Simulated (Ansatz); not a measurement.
# Ba2Te2H: what a guessed cell relaxes into

Where does this trial cell of Ba2Te2H go when cell and atoms are let free?

Computed with Ansatz 0.2.0 (DFT PBE, scalar-relativistic, plane waves, PAW, unless a step's input says otherwise).

## Step 1: The system as given

The structure is tetragonal, space group P-4m2 (No. 115). The conventional cell has a = 5.663 Å, b = 5.663 Å, c = 8.009 Å, α = 90.00°, β = 90.00°, γ = 90.00°. Ba (site symmetry 2mm) is surrounded by 4 Te at 3.47 Å and 2 H at 3.47 Å. Around Te (site symmetry -4m2) lie 4 Ba at 3.47 Å. Around H (site symmetry -4m2) lie 4 Ba at 3.47 Å.

As a file:

```xyz
5
Lattice="5.6632 0.0000 0.0000 0.0000 5.6632 0.0000 0.0000 0.0000 8.0090" Properties=species:S:1:pos:R:3 pbc="T T T"
Ba    2.8316    0.0000    6.0068
Ba    0.0000    2.8316    2.0023
Te    0.0000    0.0000    4.0045
Te    2.8316    2.8316    0.0000
H     0.0000    0.0000    0.0000
```

The cell is invented: ordered mixture with vacancies on the anion sites of fluorite (P-4m2, No. 115). Lengths come from tabulated atomic sizes and are only a guess.

## Step 2: A first look at the guess

input.yaml reads:

```yaml
crystal:
  lattice:
    - [5.66322029, 0.0, 0.0]
    - [0.0, 5.66322029, 0.0]
    - [0.0, 0.0, 8.00900293]
  atoms:
    - { symbol: Ba, position: [0.5, 0.0, 0.75] }
    - { symbol: Ba, position: [0.0, 0.5, 0.25] }
    - { symbol: Te, position: [0.0, 0.0, 0.5] }
    - { symbol: Te, position: [0.5, 0.5, 0.0] }
    - { symbol: H, position: [0.0, 0.0, 0.0] }
basis:
  ecutwfc: 420
kpoints:
  mp_grid: { grid: [4, 4, 2] }
hamiltonian:
  xc: pbe
scf:
  occupations: { method: gaussian, width: 0.1 }
  lower_state_search: "off"
output:
  forces: true
  stress: true
  eigenvalues: true
```

On the command line:

```console
ansatz run input.yaml --threads 1 --pin off --max-ram 2560MiB --backend cpu --events-out ev --progress --plain --runs-dir out
```

The session goes on with these runs: rough relaxation on the coarse mesh; relaxation on the finer mesh.

**Question.** What will these runs give? Wanted: conventional cell; volume; energy over the elements; gap on the mesh.

As calculated:

```
                                                              quantity                                                                      value
                                symmetry at the end (tolerance 0.05 Å)                                                space group P-4m2 (No. 115)
                                                     conventional cell  a = 6.234 Å, b = 6.234 Å, c = 5.093 Å, α = 90.00°, β = 90.00°, γ = 90.00°
                                                                volume                                                              39.59 Å³/atom
energy over the elements (uncorrected; H, N, O, F and Cl as molecules)                                                              -1.00 eV/atom
                                                       gap on the mesh                                                               none (metal)
```

**Reading.** The space group P-4m2 (No. 115) is kept, and the volume per atom shrinks by 22.9 % from the first guess. A negative formation energy is needed for stability but isn't enough; other structures and compounds were not set against it here. No finished test with a distortion of lower symmetry is shown, so the end may be a saddle point. The runs treat Te without spin-orbit coupling.
